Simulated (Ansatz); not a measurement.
Zn3Sb under changes of volume

One of the cells (18.343 Å³/atom); the others are scaled copies at fixed shape and fractional positions:

```xyz
4
Lattice="-2.0725 2.0725 4.2706 2.0725 -2.0725 4.2706 2.0725 2.0725 -4.2706" Properties=species:S:1:pos:R:3 pbc="T T T"
Sb    0.0000    0.0000    0.0000
Zn    0.0000    0.0000    4.2706
Zn    2.0725    0.0000    2.1353
Zn    0.0000    2.0725    2.1353
```

The cell comes from a database or a generator and needn't be the stable form of this composition.

- Program: Ansatz 0.2.0
- Functional: PBE
- Potentials or basis: Ansatz PAW
- Cutoff: 420 eV (not typed: the program's choice for these potentials)
- k mesh: 9 × 9 × 9
- Occupations: fermi-dirac, width 0.05 eV
- Spin: no spin polarisation

```tsv
volume (Å³/atom)	energy over the lowest point (meV/atom)	pressure (GPa)
17.243	40.68	7.7
17.609	25.32	5.8
17.976	?	?
18.343	6.24	2.7
18.710	1.69	1.3
19.077	0.00	0.2
19.444	0.88	-0.9
```

**Question.** What does the run at 17.976 Å³/atom give?

**Answer.** Energy over the lowest point 13.99 meV/atom; pressure 4.1 GPa.

Worked out: A Birch-Murnaghan fit of order 3 (a polynomial in V^(-2/3)) to the other rows has its minimum at 19.13 Å³/atom with B0 = V·E''(V) = 57 GPa and B' = 5.0 at fixed shape and positions, which overstates the stiffness. It gives 13.98 meV/atom at 17.976 Å³/atom, against the run's 13.99, and -dE/dV = 4.1 GPa, against 4.1.

Energies are extrapolated to zero smearing.
